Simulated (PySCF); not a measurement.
Molecule: NAlBrH3, in a box.

```
N Al Br H
1.0
    12.00000    0.00000    0.00000
     0.00000   13.00000    0.00000
     0.00000    0.00000   13.00000
N Al Br H
1 1 1 3
Direct
  0.43925 0.56002 0.43064
  0.51457 0.52925 0.54230
  0.60722 0.37808 0.54414
  0.39495 0.62515 0.42120
  0.43431 0.51539 0.36750
  0.51804 0.60331 0.63773
```

Program: PySCF 2.14.0. Alike in all runs: task atomic charges; potentials or basis 6-31g* (all-electron); no spin polarisation; cell as given; k mesh 1 × 1 × 1; smearing fixed.

Order these runs on this cell by their band gap on the k mesh, lowest first.
A. level PBE0+D4; three-body dispersion term yes; exxdiv ewald
B. level r2SCAN50+D4; three-body dispersion term yes; exxdiv ewald
C. level SVWN5
D. level HSE06+D3(BJ); three-body dispersion term no; exxdiv ewald

C (4.96 eV), D (6.37 eV), A (7.17 eV), B (9.52 eV).

Caveats: this is a molecule in a periodic box at the Γ point, so its band gap is the HOMO-LUMO gap; relativity is left out, which matters for the heavier elements; the basis of atomic orbitals isn't converged, which shifts pressures, moduli and gaps; this program's HSE differs a little from the usual definition (some runs).

Runs at the PBE level aren't shown here.
